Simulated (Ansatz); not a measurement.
# C₂H₆AlS radical: how energies converge with the basis set

Aim: see how fast density functionals converge with the basis set for C₂H₆AlS radical.

Program: Ansatz 0.2.0, Gaussian basis. Level of theory: one geometry, several basis sets. These are calculated values, not measurements.

The runs, in order: PBE0-D4/def2-SVP; ωB97M-V/def2-SVP; PBE0-D4/def2-QZVPP; ωB97M-V/def2-QZVPP; the functionals' def2-TZVPP values are taken from earlier runs.

### 1 The relaxed structure

An earlier PBE0-D4 in a triple-zeta def2 set relaxation fixed the geometry.

SMILES `[CH3][Al][S]C`, 10 atoms, charge 0, spin multiplicity 2.

Atoms are counted from 1 here; the program's logs count them from 0.

Bond lengths: C1–Al2 1.966 Å, C1–H5 1.095 Å, C1–H6 1.092 Å, C1–H7 1.094 Å, Al2–S3 2.190 Å, S3–C4 1.820 Å, C4–H8 1.089 Å, C4–H9 1.090 Å, C4–H10 1.089 Å. Angles: Al2–C1–H5 109.5°, Al2–C1–H6 112.4°, Al2–C1–H7 110.1°, H5–C1–H6 107.8°, H5–C1–H7 108.0°, H6–C1–H7 108.8°, C1–Al2–S3 115.8°, Al2–S3–C4 104.3°, S3–C4–H8 108.7°, S3–C4–H9 111.7°, S3–C4–H10 108.9°, H8–C4–H9 109.1°, H8–C4–H10 109.2°, H9–C4–H10 109.2°.

### 2 PBE0-D4 in def2-SVP

File in.yaml:

```yaml
crystal:
  periodic: [false, false, false]
  atoms:
    - {symbol: C, position_ang: [2.132626, -1.266462, 0.396716]}
    - {symbol: Al, position_ang: [0.815801, 0.193136, 0.385154]}
    - {symbol: S, position_ang: [-1.136044, -0.292997, -0.481097]}
    - {symbol: C, position_ang: [-2.074877, 1.263080, -0.375135]}
    - {symbol: H, position_ang: [2.690130, -1.263737, -0.545558]}
    - {symbol: H, position_ang: [2.853248, -1.169982, 1.211241]}
    - {symbol: H, position_ang: [1.624782, -2.231237, 0.486707]}
    - {symbol: H, position_ang: [-2.980302, 1.086308, 0.204350]}
    - {symbol: H, position_ang: [-1.493546, 2.051848, 0.101871]}
    - {symbol: H, position_ang: [-2.348618, 1.578844, -1.381149]}
basis:
  gaussian: {orbitals: def2-SVP}
magnetization: {spin_polarized: true, initial_magnetization: 1}
hamiltonian: {xc: pbe0, dispersion: d4}
output: {orbitals: {seedname: orbitals}}
```

Run with:

```console
> ansatz run in.yaml --threads 4 --pin off --events-out ev --progress --plain --max-ram 10444MiB
```

Log:

```text
Functional definition: PBE0
  name "PBE0"
  cite "Adamo & Barone, J. Chem. Phys. 110, 6158 (1999) doi:10.1063/1.478522"
  cite "Perdew, Burke & Ernzerhof, Phys. Rev. Lett. 77, 3865 (1996) doi:10.1103/PhysRevLett.77.3865"
  parent pbe
  parameter a = 0.25
  parameter kappa = 0.804
  parameter beta = 0.06672455060314922
  exchange = (1 - a)*pbe_x(kappa = kappa, mu = beta*pi^2/3) + a*exact_x
  correlation = pbe_c(beta = beta)
923 factors; integrals over basis functions are off by at most 1.1e-3 eV
mean field evaluation 1: about -19580.0300 eV, gradient 3.8e1 eV
mean field evaluation 2: about -19575.9934 eV, gradient 4.4e1 eV
mean field evaluation 4: about -19587.5490 eV, gradient 1.6e0 eV
mean field evaluation 8: about -19587.7185 eV, gradient 1.5e-1 eV
mean field evaluation 16: about -19587.7187 eV, gradient 1.2e-4 eV
mean field -19587.71868610 eV, -719.8353846815 hartree, gradient 2.1e-5 eV, S^2 0.752477; 0 other end points of the search recorded, 0 dependent functions left out
reference -19587.71871742 eV, -719.8353858325 hartree; 24, 23 occupied and 70, 71 virtual orbitals, 923 factors
Total energy: -19587.89335561 eV, -719.8418036677 hartree
```

It took 1.6 s on 4 threads of Arm Neoverse V1, shared host.

### 3 ωB97M-V in def2-SVP

in.yaml: that of step 2 with these lines changed.

```diff
@@ -16,3 +16,3 @@
 magnetization: {spin_polarized: true, initial_magnetization: 1}
-hamiltonian: {xc: pbe0, dispersion: d4}
+hamiltonian: {xc: {name: wB97M-V}}
 output: {orbitals: {seedname: orbitals}}
```

Launched as before.

Log, shortened:

```text
Functional definition: wB97M-V
  name "wB97M-V"
  cite "Mardirossian & Head-Gordon, J. Chem. Phys. 144, 214110 (2016) doi:10.1063/1.4952647"
  cite "Becke, J. Chem. Phys. 107, 8554 (1997) doi:10.1063/1.475007"
  cite "Vydrov & Van Voorhis, J. Chem. Phys. 133, 244103 (2010) doi:10.1063/1.3521275"
  # Of w^i u^j: cxij and so on, Table III.
[...]
  gx(w, u) = 1 - cx + cx01*u + cx10*w
  gss(w, u) = css00 + css04*u^4 + css10*w + css20*w^2 + css43*w^4*u^3
  gos(w, u) = cos00 + cos10*w + (cos20 + cos21*u)*w^2 + (cos60 + cos61*u)*w^6
[...]
      + integral(e_c_pw_mod_opposite_spin*gos(b97_w_opposite, b97_u_opposite)) + vv10(b, c)
923 factors; integrals over basis functions are off by at most 1.1e-3 eV
296 factors; integrals over basis functions are off by at most 8.5e-6 eV
[...]
mean field -19594.58145390 eV, -720.0875867465 hartree, gradient 8.1e-5 eV, S^2 0.751405; 0 other end points of the search recorded, 0 dependent functions left out
reference -19594.58149956 eV, -720.0875884245 hartree; 24, 23 occupied and 70, 71 virtual orbitals, 923 factors
Total energy: -19594.58149956 eV, -720.0875884245 hartree
```

Run time: 7 s. Hardware: 4 threads of Arm Neoverse V1, shared host.

### 4 PBE0-D4 in def2-QZVPP

in.yaml: that of step 3 with these lines changed.

```diff
@@ -14,5 +14,5 @@
 basis:
-  gaussian: {orbitals: def2-SVP}
+  gaussian: {orbitals: "def2-QZVPP.json"}
 magnetization: {spin_polarized: true, initial_magnetization: 1}
-hamiltonian: {xc: {name: wB97M-V}}
+hamiltonian: {xc: pbe0, dispersion: d4}
 output: {orbitals: {seedname: orbitals}}
```

The command is unchanged.

Log:

```text
Functional definition: PBE0
  name "PBE0"
  cite "Adamo & Barone, J. Chem. Phys. 110, 6158 (1999) doi:10.1063/1.478522"
  cite "Perdew, Burke & Ernzerhof, Phys. Rev. Lett. 77, 3865 (1996) doi:10.1103/PhysRevLett.77.3865"
  parent pbe
  parameter a = 0.25
  parameter kappa = 0.804
  parameter beta = 0.06672455060314922
  exchange = (1 - a)*pbe_x(kappa = kappa, mu = beta*pi^2/3) + a*exact_x
  correlation = pbe_c(beta = beta)
1503 factors; their error is unknown
mean field evaluation 1: about -19585.7297 eV, gradient 4.9e1 eV
mean field evaluation 2: about -19578.7455 eV, gradient 5.6e1 eV
mean field evaluation 4: about -19596.8620 eV, gradient 2.5e0 eV
mean field evaluation 8: about -19596.8895 eV, gradient 6.7e-2 eV
mean field evaluation 16: about -19596.9046 eV, gradient 1.3e-4 eV
mean field -19596.90455629 eV, -720.1729591848 hartree, gradient 2.4e-5 eV, S^2 0.752865; 0 other end points of the search recorded, 0 dependent functions left out
reference -19596.90460001 eV, -720.1729607913 hartree; 24, 23 occupied and 410, 411 virtual orbitals, 1503 factors
Total energy: -19597.07923820 eV, -720.1793786265 hartree
```

It took 15 s on 4 threads of Arm Neoverse V1, shared host; peak memory 1.8 GiB.

### 5 ωB97M-V in def2-QZVPP

in.yaml: that of step 4 with these lines changed.

```diff
@@ -16,3 +16,3 @@
 magnetization: {spin_polarized: true, initial_magnetization: 1}
-hamiltonian: {xc: pbe0, dispersion: d4}
+hamiltonian: {xc: {name: wB97M-V}}
 output: {orbitals: {seedname: orbitals}}
```

Same command.

Log, shortened:

```text
Functional definition: wB97M-V
  name "wB97M-V"
  cite "Mardirossian & Head-Gordon, J. Chem. Phys. 144, 214110 (2016) doi:10.1063/1.4952647"
  cite "Becke, J. Chem. Phys. 107, 8554 (1997) doi:10.1063/1.475007"
  cite "Vydrov & Van Voorhis, J. Chem. Phys. 133, 244103 (2010) doi:10.1063/1.3521275"
  # Of w^i u^j: cxij and so on, Table III.
[...]
  gx(w, u) = 1 - cx + cx01*u + cx10*w
  gss(w, u) = css00 + css04*u^4 + css10*w + css20*w^2 + css43*w^4*u^3
  gos(w, u) = cos00 + cos10*w + (cos20 + cos21*u)*w^2 + (cos60 + cos61*u)*w^6
[...]
      + integral(e_c_pw_mod_opposite_spin*gos(b97_w_opposite, b97_u_opposite)) + vv10(b, c)
1432 factors; their error is unknown
374 factors; integrals over basis functions are off by at most 1.0e-5 eV
[...]
mean field -19603.88732211 eV, -720.4295710955 hartree, gradient 4.4e-5 eV, S^2 0.751761; 0 other end points of the search recorded, 0 dependent functions left out
reference -19603.88738714 eV, -720.4295734853 hartree; 24, 23 occupied and 410, 411 virtual orbitals, 1432 factors
Total energy: -19603.88738714 eV, -720.4295734853 hartree
```

Wall time 34 s (4 threads of Arm Neoverse V1, shared host); peak memory 2.3 GiB.

### 6 Functionals by basis

The def2-TZVPP values come from earlier runs at the same geometry.

```
functional       basis  functions  energy (eV)  from the largest (eV)  HOMO (eV)  LUMO (eV)
   PBE0-D4    def2-SVP         94  -19587.8934                  9.186      -5.41      -2.24
   PBE0-D4  def2-TZVPP        230  -19596.4209                  0.658      -5.43      -2.25
   PBE0-D4  def2-QZVPP        434  -19597.0792                  0.000      -5.45      -2.28
   ωB97M-V    def2-SVP         94  -19594.5815                  9.306      -7.00      -0.82
   ωB97M-V  def2-TZVPP        230  -19603.2352                  0.652      -7.04      -0.83
   ωB97M-V  def2-QZVPP        434  -19603.8874                  0.000      -7.09      -0.93
```

### 7 Outcome

| quantity | value |
| --- | --- |
| PBE0-D4: double and triple zeta above quadruple | 9.19, 0.66 eV |
| ωB97M-V: double and triple zeta above quadruple | 9.31, 0.65 eV |

What this shows: PBE0-D4 gains 8.53 eV from double to triple zeta, then 0.66 eV more. These are total energies; as a rule much of such shifts cancels in differences, which this series doesn't test.

For PBE0-D4 the largest set took about 9 times as long as the smallest (15 s against 1.6 s).
